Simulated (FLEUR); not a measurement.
Here is a FLEUR MaX-R8.1 (later development tree) calculation.

Contents of inp.xml:

```xml
<?xml version="1.0" encoding="UTF-8" standalone="no"?>
<fleurInput fleurInputVersion="0.39">
   <comment>
      GaGe                                                                                                
   </comment>
   <calculationSetup>
      <cutoffs Kmax="4.52" Gmax="14.0" GmaxXC="14.0" numbands="0"/>
      <scfLoop itmax="80" minDistance="0.0001" maxIterBroyd="30" imix="Anderson" alpha="0.05" precondParam="0.0" spinf="2.0" sdNocoIR="T"/>
      <coreElectrons ctail="F" frcor="F" kcrel="0" coretail_lmax="0"/>
      <xcFunctional name="LibXC" relativisticCorrections="F">
         <LibXCName exchange="mgga_x_tpss" correlation="mgga_c_tpss"/>
         <AuxGGA exchange="117" correlation="130"/>
      </xcFunctional>
      <magnetism jspins="1"/>
      <soc l_soc="F" theta="0.0" phi="0.0" spav="F"/>
      <expertModes spex="0" secvar="F"/>
      <geometryOptimization l_f="F" forcealpha="1.0" forcemix="BFGS" epsdisp="0.00001" epsforce="0.00001"/>
      <ldaU l_linMix="F" mixParam="0.05" spinf="1.0"/>
   </calculationSetup>
   <cell>
      <bzIntegration valenceElectrons="43.0" mode="hist" fermiSmearingEnergy="0.00183747">
         <kPointListSelection listName="default-1"/>
         <!-- k-points included here -->
         <xi:include xmlns:xi="http://www.w3.org/2001/XInclude" href="kpts.xml"> </xi:include>
      </bzIntegration>
      <!-- symmetry operations included here -->
      <xi:include xmlns:xi="http://www.w3.org/2001/XInclude" href="sym.xml"> </xi:include>
      <bulkLattice scale="1.0">
         <bravaisMatrix>
            <row-1>    0.0000000000000000     5.4761315118153622     5.4761315118153622</row-1>
            <row-2>    5.4761315118153622     0.0000000000000000     5.4761315118153622</row-2>
            <row-3>    5.4761315118153622     5.4761315118153622     0.0000000000000000</row-3>
         </bravaisMatrix>
      </bulkLattice>
   </cell>
   <atomSpecies>
      <species name="Germanium (Ge)" element="Ge" atomicNumber="32">
         <mtSphere radius="2.17" gridPoints="727" logIncrement="0.017"/>
         <atomicCutoffs lmax="9" lnonsphr="9"/>
         <electronConfig flipSpins="F">
            <coreConfig>(1s1/2) (2s1/2) (2p1/2) (2p3/2)</coreConfig>
            <valenceConfig>(3s1/2) (3p1/2) (3p3/2) (4s1/2) (3d3/2) (3d5/2) (4p1/2) (4p3/2)</valenceConfig>
            <stateOccupation state="(4p1/2)" spinUp="0.333333" spinDown="0.333333"/>
            <stateOccupation state="(4p3/2)" spinUp="0.666667" spinDown="0.666667"/>
         </electronConfig>
         <energyParameters s="4" p="4" d="3" f="4"/>
         <lo type="SCLO" l="0" n="3" eDeriv="0"/>
         <lo type="SCLO" l="1" n="3" eDeriv="0"/>
         <lo type="SCLO" l="1" n="3" eDeriv="1"/>
         <lo type="HELO" l="2" n="4" eDeriv="0"/>
         <lo type="HELO" l="2" n="4" eDeriv="1"/>
         <lo type="SCLO" l="3" n="4" eDeriv="2"/>
      </species>
      <species name="Gallium (Ga)" element="Ga" atomicNumber="31">
         <mtSphere radius="2.17" gridPoints="727" logIncrement="0.017"/>
         <atomicCutoffs lmax="9" lnonsphr="9"/>
         <electronConfig flipSpins="F">
            <coreConfig>(1s1/2) (2s1/2) (2p1/2) (2p3/2)</coreConfig>
            <valenceConfig>(3s1/2) (3p1/2) (3p3/2) (4s1/2) (3d3/2) (3d5/2) (4p1/2) (4p3/2)</valenceConfig>
            <stateOccupation state="(4p1/2)" spinUp="0.166667" spinDown="0.166667"/>
            <stateOccupation state="(4p3/2)" spinUp="0.333333" spinDown="0.333333"/>
         </electronConfig>
         <energyParameters s="4" p="4" d="3" f="4"/>
         <lo type="SCLO" l="0" n="3" eDeriv="0"/>
         <lo type="SCLO" l="1" n="3" eDeriv="0"/>
         <lo type="SCLO" l="1" n="3" eDeriv="1"/>
         <lo type="HELO" l="2" n="4" eDeriv="0"/>
         <lo type="HELO" l="2" n="4" eDeriv="1"/>
         <lo type="SCLO" l="3" n="4" eDeriv="2"/>
      </species>
   </atomSpecies>
   <atomGroups>
      <atomGroup species="Germanium (Ge)">
         <relPos label="                   1">.0000000000 .0000000000 .0000000000</relPos>
         <force calculate="T" relaxXYZ="TTT"/>
      </atomGroup>
      <atomGroup species="Gallium (Ga)">
         <relPos label="                   2">1.000/4.000 1.000/4.000 1.000/4.000</relPos>
         <force calculate="T" relaxXYZ="TTT"/>
      </atomGroup>
   </atomGroups>
   <output dos="F" band="F" slice="F">
      <checks vchk="F" cdinf="F"/>
      <bandDOS minEnergy="-.5*Htr" maxEnergy="0.5*Htr" sigma="0.015" storeEVData="T"/>
      <vacuumDOS vacdos="F" integ="F" star="F" nstars="0" locx1="0.0" locy1="0.0" locx2="0.0" locy2="0.0" nstm="0" tworkf="0.0"/>
      <unfoldingBand unfoldBand="F" supercellX="1" supercellY="1" supercellZ="1"/>
      <plotting iplot="0" polar="F">
         <plot TwoD="T" vec1="  1.0  0.0  0.0" vec2="  0.0  1.0  0.0" vec3="  0.0  0.0  1.0" zero="  0.0  0.0  0.0" file="plot"/>
      </plotting>
      <chargeDensitySlicing numkpt="0" minEigenval="0.0" maxEigenval="0.0" nnne="0" pallst="F"/>
      <specialOutput eonly="F"/>
      <moessbauerParams electricFieldGradient="T" isomerShift="T" coreHyperfine="T" valenceHyperfine="T"/>
      <magneticCircularDichroism mcd="F" energyLo="-10.0" energyUp="0.0"/>
   </output>
  <!-- We include the file relax.xml here to enable relaxations (see documentation) -->
  <xi:include xmlns:xi="http://www.w3.org/2001/XInclude" href="relax.xml"> <xi:fallback/> </xi:include>
</fleurInput>
```

File crystal.txt:

```
GaGe
&input cartesian=F /
0.0000000000  2.8978440000  2.8978440000
2.8978440000  0.0000000000  2.8978440000
2.8978440000  2.8978440000  0.0000000000
1.8897261246
1.0 1.0 1.0

2
32 0.0000000000  0.0000000000  0.0000000000
31 0.2500000000  0.2500000000  0.2500000000

&kpt div1=8 div2=8 div3=8 gamma=T /
```

Contents of inp.xml (bands):

```
<?xml version="1.0" encoding="UTF-8" standalone="no"?>
<fleurInput fleurInputVersion="0.39">
   <comment>
      GaGe                                                                                                
   </comment>
   <calculationSetup>
      <cutoffs Kmax="4.52" Gmax="14.0" GmaxXC="14.0" numbands="0"/>
      <scfLoop itmax="80" minDistance="0.0001" maxIterBroyd="30" imix="Anderson" alpha="0.05" precondParam="0.0" spinf="2.0" sdNocoIR="T"/>
      <coreElectrons ctail="F" frcor="F" kcrel="0" coretail_lmax="0"/>
      <xcFunctional name="LibXC" relativisticCorrections="F">
         <LibXCName exchange="mgga_x_tpss" correlation="mgga_c_tpss"/>
         <AuxGGA exchange="117" correlation="130"/>
      </xcFunctional>
      <magnetism jspins="1"/>
      <soc l_soc="F" theta="0.0" phi="0.0" spav="F"/>
      <expertModes spex="0" secvar="F"/>
      <geometryOptimization l_f="F" forcealpha="1.0" forcemix="BFGS" epsdisp="0.00001" epsforce="0.00001"/>
      <ldaU l_linMix="F" mixParam="0.05" spinf="1.0"/>
   </calculationSetup>
   <cell>
      <bzIntegration valenceElectrons="43.0" mode="hist" fermiSmearingEnergy="0.00183747">
         <kPointListSelection listName="path-1"/>
         <!-- k-points included here -->
         <xi:include xmlns:xi="http://www.w3.org/2001/XInclude" href="kpts.xml"> </xi:include>
      </bzIntegration>
      <!-- symmetry operations included here -->
      <xi:include xmlns:xi="http://www.w3.org/2001/XInclude" href="sym.xml"> </xi:include>
      <bulkLattice scale="1.0">
         <bravaisMatrix>
            <row-1>    0.0000000000000000     5.4761315118153622     5.4761315118153622</row-1>
            <row-2>    5.4761315118153622     0.0000000000000000     5.4761315118153622</row-2>
            <row-3>    5.4761315118153622     5.4761315118153622     0.0000000000000000</row-3>
         </bravaisMatrix>
      </bulkLattice>
   </cell>
   <atomSpecies>
      <species name="Germanium (Ge)" element="Ge" atomicNumber="32">
         <mtSphere radius="2.17" gridPoints="727" logIncrement="0.017"/>
         <atomicCutoffs lmax="9" lnonsphr="9"/>
         <electronConfig flipSpins="F">
            <coreConfig>(1s1/2) (2s1/2) (2p1/2) (2p3/2)</coreConfig>
            <valenceConfig>(3s1/2) (3p1/2) (3p3/2) (4s1/2) (3d3/2) (3d5/2) (4p1/2) (4p3/2)</valenceConfig>
            <stateOccupation state="(4p1/2)" spinUp="0.333333" spinDown="0.333333"/>
            <stateOccupation state="(4p3/2)" spinUp="0.666667" spinDown="0.666667"/>
         </electronConfig>
         <energyParameters s="4" p="4" d="3" f="4"/>
         <lo type="SCLO" l="0" n="3" eDeriv="0"/>
         <lo type="SCLO" l="1" n="3" eDeriv="0"/>
         <lo type="SCLO" l="1" n="3" eDeriv="1"/>
         <lo type="HELO" l="2" n="4" eDeriv="0"/>
         <lo type="HELO" l="2" n="4" eDeriv="1"/>
         <lo type="SCLO" l="3" n="4" eDeriv="2"/>
      </species>
      <species name="Gallium (Ga)" element="Ga" atomicNumber="31">
         <mtSphere radius="2.17" gridPoints="727" logIncrement="0.017"/>
         <atomicCutoffs lmax="9" lnonsphr="9"/>
         <electronConfig flipSpins="F">
            <coreConfig>(1s1/2) (2s1/2) (2p1/2) (2p3/2)</coreConfig>
            <valenceConfig>(3s1/2) (3p1/2) (3p3/2) (4s1/2) (3d3/2) (3d5/2) (4p1/2) (4p3/2)</valenceConfig>
            <stateOccupation state="(4p1/2)" spinUp="0.166667" spinDown="0.166667"/>
            <stateOccupation state="(4p3/2)" spinUp="0.333333" spinDown="0.333333"/>
         </electronConfig>
         <energyParameters s="4" p="4" d="3" f="4"/>
         <lo type="SCLO" l="0" n="3" eDeriv="0"/>
         <lo type="SCLO" l="1" n="3" eDeriv="0"/>
         <lo type="SCLO" l="1" n="3" eDeriv="1"/>
         <lo type="HELO" l="2" n="4" eDeriv="0"/>
         <lo type="HELO" l="2" n="4" eDeriv="1"/>
         <lo type="SCLO" l="3" n="4" eDeriv="2"/>
      </species>
   </atomSpecies>
   <atomGroups>
      <atomGroup species="Germanium (Ge)">
         <relPos label="                   1">.0000000000 .0000000000 .0000000000</relPos>
         <force calculate="T" relaxXYZ="TTT"/>
      </atomGroup>
      <atomGroup species="Gallium (Ga)">
         <relPos label="                   2">1.000/4.000 1.000/4.000 1.000/4.000</relPos>
         <force calculate="T" relaxXYZ="TTT"/>
      </atomGroup>
   </atomGroups>
   <output dos="F" band="T" slice="F">
      <checks vchk="F" cdinf="F"/>
      <bandDOS minEnergy="-.5*Htr" maxEnergy="0.5*Htr" sigma="0.015" storeEVData="T"/>
      <vacuumDOS vacdos="F" integ="F" star="F" nstars="0" locx1="0.0" locy1="0.0" locx2="0.0" locy2="0.0" nstm="0" tworkf="0.0"/>
      <unfoldingBand unfoldBand="F" supercellX="1" supercellY="1" supercellZ="1"/>
      <plotting iplot="0" polar="F">
         <plot TwoD="T" vec1="  1.0  0.0  0.0" vec2="  0.0  1.0  0.0" vec3="  0.0  0.0  1.0" zero="  0.0  0.0  0.0" file="plot"/>
      </plotting>
      <chargeDensitySlicing numkpt="0" minEigenval="0.0" maxEigenval="0.0" nnne="0" pallst="F"/>
      <specialOutput eonly="F"/>
      <moessbauerParams electricFieldGradient="T" isomerShift="T" coreHyperfine="T" valenceHyperfine="T"/>
      <magneticCircularDichroism mcd="F" energyLo="-10.0" energyUp="0.0"/>
   </output>
  <!-- We include the file relax.xml here to enable relaxations (see documentation) -->
  <xi:include xmlns:xi="http://www.w3.org/2001/XInclude" href="relax.xml"> <xi:fallback/> </xi:include>
</fleurInput>
```

Potentials or basis: all-electron, FLAPW.

The run is started by

```bash
$ inpgen -f crystal.txt -profile fastHighL
$ # inp.xml edited to the form shown
$ fleur_MPI
$ fleur_MPI   # second run, on inp.xml (bands)
```

Predict the band gap along the path.

none (metal or under the smearing width).

Core levels (eV from the Fermi level):
| atom | levels |
| --- | --- |
| 1 Ge | 1s1/2 -10954.1, 2s1/2 -1366.4, 2p1/2 -1214.5, 2p3/2 -1182.6 |
| 2 Ga | 1s1/2 -10223.7, 2s1/2 -1257.5, 2p1/2 -1112.3, 2p3/2 -1084.7 |

Caveat: the meta-GGA is that of a development version, with a GGA for the radial functions and cores and without core tails.
